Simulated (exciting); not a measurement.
# TcRh (P-6m2) in exciting: equation of state, part 2 of 2

exciting (release sodium).

### Step 3. Equation of state, PBEsol, 13.34 Å³/atom (volume scaled by 0.96)

input.xml reads:

```xml
<input>
  <title>TcRh</title>
  <structure speciespath="./" tshift="false">
    <crystal scale="1">
      <basevect>5.074417952575 0.000000000000 0.000000000000</basevect>
      <basevect>-2.537208976193 4.394574856373 0.000000000000</basevect>
      <basevect>0.000000000000 0.000000000000 8.074025289391</basevect>
    </crystal>
    <species speciesfile="Rh.xml" rmt="2.3">
      <atom coord="0.000000000000 0.000000000000 0.500000000000"/>
    </species>
    <species speciesfile="Tc.xml" rmt="2.3">
      <atom coord="0.666666666700 0.333333333300 0.000000000000"/>
    </species>
  </structure>
  <groundstate do="fromscratch" ngridk="11 11 6" rgkmax="9" gmaxvr="14" lmaxapw="10" lmaxmat="10" lmaxvr="8" xctype="GGA_PBE_SOL" stype="Fermi Dirac" swidth="0.00183747" nempty="18" ValenceRelativity="iora*" epsengy="1e-05" epspot="1e-05" maxscl="60" outputlevel="normal"/>
</input>
```

Potentials or basis: all-electron LAPW+lo, shipped species files, valence relativity iora*.

Run with:

```console
> OMP_NUM_THREADS=1 exciting_smp
```

Wall time 1.8 min (1 thread of Arm Neoverse V2, shared host); peak memory 0.13 GiB.

The run converged. Its results:

* Free energy: -246735.7798 eV
* Band gap on the k mesh: none (metal or under the smearing width)
* All electrons inside the program's atomic spheres: Rh 43.31; Tc 40.90 (radii Rh 2.3, Tc 2.3 bohr)

Caveat: the log's total energy holds no entropy term; the free energy is that total less TS from the occupations.

### Step 4. Equation of state, PBEsol, 13.62 Å³/atom (volume scaled by 0.98)

input.xml, as its differences from that of step 3:

```diff
@@ -4,5 +4,5 @@
     <crystal scale="1">
-      <basevect>5.074417952575 0.000000000000 0.000000000000</basevect>
-      <basevect>-2.537208976193 4.394574856373 0.000000000000</basevect>
-      <basevect>0.000000000000 0.000000000000 8.074025289391</basevect>
+      <basevect>5.109415044511 0.000000000000 0.000000000000</basevect>
+      <basevect>-2.554707522066 4.424883226933 0.000000000000</basevect>
+      <basevect>0.000000000000 0.000000000000 8.129709982142</basevect>
     </crystal>
```

Run with:

```console
> OMP_NUM_THREADS=1 exciting_smp
```

Run time: 2 min. Hardware: 1 thread of Arm Neoverse V2, shared host; peak memory 0.13 GiB.

It converged, with:

```
Free energy                                       : -246735.7973 eV
Band gap on the k mesh                            : none (metal or under the smearing width)
All electrons inside the program's atomic spheres : Rh 43.27; Tc 40.86 (radii Rh 2.3, Tc 2.3 bohr)
```

Caveat: the log's total energy holds no entropy term; the free energy is that total less TS from the occupations.

### Step 5. Equation of state, PBEsol, 13.90 Å³/atom

input.xml, as its differences from that of step 4:

```diff
@@ -4,5 +4,5 @@
     <crystal scale="1">
-      <basevect>5.109415044511 0.000000000000 0.000000000000</basevect>
-      <basevect>-2.554707522066 4.424883226933 0.000000000000</basevect>
-      <basevect>0.000000000000 0.000000000000 8.129709982142</basevect>
+      <basevect>5.143939166343 0.000000000000 0.000000000000</basevect>
+      <basevect>-2.571969583077 4.454781993498 0.000000000000</basevect>
+      <basevect>0.000000000000 0.000000000000 8.184642121321</basevect>
     </crystal>
```

Run with:

```console
> OMP_NUM_THREADS=1 exciting_smp
```

Run time: 2 min. Hardware: 1 thread of Arm Neoverse V2, shared host; peak memory 0.13 GiB.

The run converged. Its results:

```yaml
Free_energy: -246735.7914 eV
Band_gap_on_the_k_mesh: none (metal or under the smearing width)
All_electrons_inside_the_program's_atomic_spheres: Rh 43.24; Tc 40.82 (radii Rh 2.3, Tc 2.3 bohr)
```

Caveat: the log's total energy holds no entropy term; the free energy is that total less TS from the occupations.

### Step 6. Equation of state, PBEsol, 14.17 Å³/atom (volume scaled by 1.02)

input.xml, as its differences from that of step 5:

```diff
@@ -4,5 +4,5 @@
     <crystal scale="1">
-      <basevect>5.143939166343 0.000000000000 0.000000000000</basevect>
-      <basevect>-2.571969583077 4.454781993498 0.000000000000</basevect>
-      <basevect>0.000000000000 0.000000000000 8.184642121321</basevect>
+      <basevect>5.178005981445 0.000000000000 0.000000000000</basevect>
+      <basevect>-2.589002990628 4.484284720710 0.000000000000</basevect>
+      <basevect>0.000000000000 0.000000000000 8.238846629015</basevect>
     </crystal>
```

Potentials or basis: all-electron LAPW+lo, shipped species files, valence relativity iora*.

Run with:

```console
> OMP_NUM_THREADS=1 exciting_smp
```

INFO.OUT:

```text
================================================================================
EXCITING SODIUM started
[... 10 lines left out ...]

 Lattice vectors (cartesian) :
      5.1780059814      0.0000000000      0.0000000000
     -2.5890029906      4.4842847207      0.0000000000
      0.0000000000      0.0000000000      8.2388466290

 Reciprocal lattice vectors (cartesian) :
      1.2134372439      0.7005783194     -0.0000000000
      0.0000000000      1.4011566389      0.0000000000
[... 97 lines left out ...]
 Exchange energy                            :      -257.22366066
 Correlation energy                         :        -5.28730793
[... 374 lines left out ...]
 RMS change in effective potential (target) :  0.151664E-07  ( 0.100000E-04)
 Absolute change in total energy   (target) :  0.431725E-05  ( 0.100000E-04)
 Charge distance                   (target) :  0.349387E-08  ( 0.100000E-04)

++++++++++++++++++++++++++++++++++++++++++++++++++++++++++++++++++++++++++++++++
| Convergency criteria checked for the last 2 iterations                       +
| Convergence targets achieved. Performing final SCF iteration                 +
++++++++++++++++++++++++++++++++++++++++++++++++++++++++++++++++++++++++++++++++
 Total energy                               :     -9067.37146319
 _______________________________________________________________
 Fermi energy                               :         0.47827269
 Kinetic energy                             :      9433.78267230
 Coulomb energy                             :    -18238.03437154
 Exchange energy                            :      -257.83254924
 Correlation energy                         :        -5.28721471

 DOS at Fermi energy (states/Ha/cell)       :        60.78578993

 Electron charges :
     core                                   :        56.00000000
     core leakage                           :         0.00000147
     valence                                :        32.00000000
     interstitial                           :         4.00539839
     charge in muffin-tin spheres :
                  atom     1    Rh          :        43.20937616
                  atom     2    Tc          :        40.78522544
     total charge in muffin-tins            :        83.99460161
     total charge                           :        88.00000000

++++++++++++++++++++++++++++++++++++++++++++++++++++++++++++++++++++++++++++++++
[... 9 lines left out ...]
| EXCITING SODIUM stopped                                                      =
================================================================================
```

Wall time 1.9 min (1 thread of Arm Neoverse V2, shared host); peak memory 0.13 GiB.

What came out:

```
Free energy                                       : -246735.7646 eV
Band gap on the k mesh                            : none (metal or under the smearing width)
All electrons inside the program's atomic spheres : Rh 43.21; Tc 40.79 (radii Rh 2.3, Tc 2.3 bohr)
```

Caveat: the log's total energy holds no entropy term; the free energy is that total less TS from the occupations.

### Step 7. Equation of state, PBEsol, 14.45 Å³/atom (volume scaled by 1.04)

input.xml, as its differences from that of step 6:

```diff
@@ -4,5 +4,5 @@
     <crystal scale="1">
-      <basevect>5.178005981445 0.000000000000 0.000000000000</basevect>
-      <basevect>-2.589002990628 4.484284720710 0.000000000000</basevect>
-      <basevect>0.000000000000 0.000000000000 8.238846629015</basevect>
+      <basevect>5.211630339095 0.000000000000 0.000000000000</basevect>
+      <basevect>-2.605815169453 4.513404268722 0.000000000000</basevect>
+      <basevect>0.000000000000 0.000000000000 8.292347132092</basevect>
     </crystal>
```

Run with:

```console
> OMP_NUM_THREADS=1 exciting_smp
```

It took 2.1 min on 1 thread of Arm Neoverse V2, shared host; peak memory 0.13 GiB.

It converged, with:

```yaml
Free_energy: -246735.7195 eV
Band_gap_on_the_k_mesh: none (metal or under the smearing width)
All_electrons_inside_the_program's_atomic_spheres: Rh 43.18; Tc 40.75 (radii Rh 2.3, Tc 2.3 bohr)
```

Caveat: the log's total energy holds no entropy term; the free energy is that total less TS from the occupations.

### Step 8. Equation of state, PBEsol, 14.73 Å³/atom (volume scaled by 1.06)

input.xml, as its differences from that of step 7:

```diff
@@ -4,5 +4,5 @@
     <crystal scale="1">
-      <basevect>5.211630339095 0.000000000000 0.000000000000</basevect>
-      <basevect>-2.605815169453 4.513404268722 0.000000000000</basevect>
-      <basevect>0.000000000000 0.000000000000 8.292347132092</basevect>
+      <basevect>5.244826331739 0.000000000000 0.000000000000</basevect>
+      <basevect>-2.622413165775 4.542152841575 0.000000000000</basevect>
+      <basevect>0.000000000000 0.000000000000 8.345166053852</basevect>
     </crystal>
```

Run with:

```console
> OMP_NUM_THREADS=1 exciting_smp
```

It took 2.3 min on 1 thread of Arm Neoverse V2, shared host; peak memory 0.13 GiB.

Results (log left out):

| Property | Result |
| --- | --- |
| Free energy | -246735.6578 eV |
| Band gap on the k mesh | none (metal or under the smearing width) |
| All electrons inside the program's atomic spheres | Rh 43.15; Tc 40.72 (radii Rh 2.3, Tc 2.3 bohr) |

Caveat: the log's total energy holds no entropy term; the free energy is that total less TS from the occupations.

### Step 9. Equation of state, PBEsol

Potentials or basis: all-electron LAPW+lo, shipped species files, valence relativity iora*.

This step only gathers the single runs of the series.

What came out:

```
Equilibrium volume                        : 13.68 Å³/atom
Bulk modulus at fixed shape and positions : 320 GPa
Pressure derivative of the bulk modulus   : 4.5
```

Energy against volume, from the lowest point:
```tsv
volume (Å³/atom)	energy (meV/atom)
13.062	30.25
13.340	8.73
13.618	0.00
13.896	2.92
14.174	16.34
14.452	38.87
14.730	69.76
```

Caveat: the cell was scaled at fixed shape and fractional positions, which overstates the stiffness of a crystal with free parameters, most of all of layers and chains.
